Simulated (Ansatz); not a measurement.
# C₃H₈AlB: up Jacob's ladder to CCSD(T)

One table from this session's results is given with a row withheld; the runs are named, their logs left out.

Computed with Ansatz 0.2.0, Gaussian basis. Level: functionals in def2-TZVPP, the program's frozen cores in correlated methods.

Plan: PBE-D4, r2SCAN-D4, PBE0-D4, B3LYP-D4, ωB97X-V, ωB97M-V, B2PLYP; CCSD(T)/def2-TZVPP; MP2/def2-QZVPP; extrapolation to the limit.

## The relaxed structure

The geometry comes from an earlier relaxation with PBE0-D4 in a triple-zeta def2 set; it is a stationary point, not always the lowest conformer.

SMILES `[BH2][Al]1[CH2][CH]1C`, 13 atoms, charge 0, spin multiplicity 1.

Atoms are counted from 1 here; the program's logs count them from 0.

Bond lengths: B1–Al2 2.056 Å, B1–H6 1.197 Å, B1–H7 1.197 Å, Al2–C3 1.954 Å, Al2–C4 1.968 Å, C3–C4 1.520 Å, C3–H8 1.088 Å, C3–H9 1.089 Å, C4–C5 1.508 Å, C4–H10 1.090 Å, C5–H11 1.098 Å, C5–H12 1.092 Å, C5–H13 1.095 Å. Angles: Al2–B1–H6 121.4°, Al2–B1–H7 121.5°, H6–B1–H7 117.1°, B1–Al2–C3 157.2°, B1–Al2–C4 157.1°, C3–Al2–C4 45.6°, Al2–C3–C4 67.7°, Al2–C3–H8 119.3°, Al2–C3–H9 117.7°, C4–C3–H8 117.5°, C4–C3–H9 116.0°, H8–C3–H9 112.1°, Al2–C4–C3 66.7°, Al2–C4–C5 123.0°, Al2–C4–H10 114.3°, C3–C4–C5 118.0°, C3–C4–H10 113.5°, C5–C4–H10 113.4° and more.

Coordinates:

```xyz
13
C3H8AlB
B    -1.2970    2.7765   -0.2968
Al   -0.5376    0.9483    0.2599
C     0.4457   -0.3355    1.3562
C    -0.1400   -0.9726    0.1066
C     0.8147   -1.5345   -0.9171
H    -2.3892    3.1288    0.0445
H    -0.6740    3.5282   -0.9896
H     0.0346   -0.6422    2.3156
H     1.5312   -0.2510    1.3845
H    -0.9907   -1.6243    0.3082
H     1.2958   -2.4501   -0.5482
H     0.3073   -1.7746   -1.8539
H     1.6197   -0.8315   -1.1551
```

Set-up of the first run:

in.yaml

```yaml
crystal:
  periodic: [false, false, false]
  atoms:
    - {symbol: B, position_ang: [-1.297033, 2.776452, -0.296829]}
    - {symbol: Al, position_ang: [-0.537585, 0.948257, 0.259915]}
    - {symbol: C, position_ang: [0.445679, -0.335512, 1.356229]}
    - {symbol: C, position_ang: [-0.140047, -0.972610, 0.106573]}
    - {symbol: C, position_ang: [0.814655, -1.534476, -0.917122]}
    - {symbol: H, position_ang: [-2.389164, 3.128767, 0.044537]}
    - {symbol: H, position_ang: [-0.674041, 3.528178, -0.989601]}
    - {symbol: H, position_ang: [0.034592, -0.642230, 2.315573]}
    - {symbol: H, position_ang: [1.531241, -0.250959, 1.384492]}
    - {symbol: H, position_ang: [-0.990686, -1.624299, 0.308236]}
    - {symbol: H, position_ang: [1.295804, -2.450105, -0.548193]}
    - {symbol: H, position_ang: [0.307279, -1.774629, -1.853897]}
    - {symbol: H, position_ang: [1.619704, -0.831532, -1.155112]}
basis:
  gaussian: {orbitals: def2-TZVPP}
hamiltonian: {xc: pbe, dispersion: d4}
output: {forces: true, orbitals: {seedname: orbitals}}
```

Launch:

```console
$ ansatz run in.yaml --threads 4 --pin off --events-out ev --progress --plain --max-ram 10444MiB
```

Among the steps run: PBE-D4 (GGA); r2SCAN-D4 (meta-GGA); PBE0-D4 (hybrid); B3LYP-D4 (hybrid); ωB97X-V (range-separated); ωB97M-V (range-separated); B2PLYP (double hybrid); CCSD(T) in def2-TZVPP; MP2 in def2-QZVPP.

One table of the session follows, with a row left open; its other results are not shown here.

It belongs to the step «Atomisation energies». 

```
            method  atomisation energy (eV)
            PBE-D4                   49.191
         r2SCAN-D4                   48.591
           PBE0-D4                   48.538
          B3LYP-D4                   48.218
           ωB97X-V                        ?
           ωB97M-V                   48.213
            B2PLYP                   47.672
     HF/def2-TZVPP                   36.088
    MP2/def2-TZVPP                   47.451
   CCSD/def2-TZVPP                   46.274
CCSD(T)/def2-TZVPP                   46.942
           MP2/CBS                   48.488
       CCSD(T)/CBS                   47.978
```

Q: Estimate the row for ωB97X-V from the others.

**Answer.** atomisation energy (eV): 48.157. In the column «atomisation energy (eV)» it lies between CCSD(T)/CBS (47.978) and ωB97M-V (48.213).
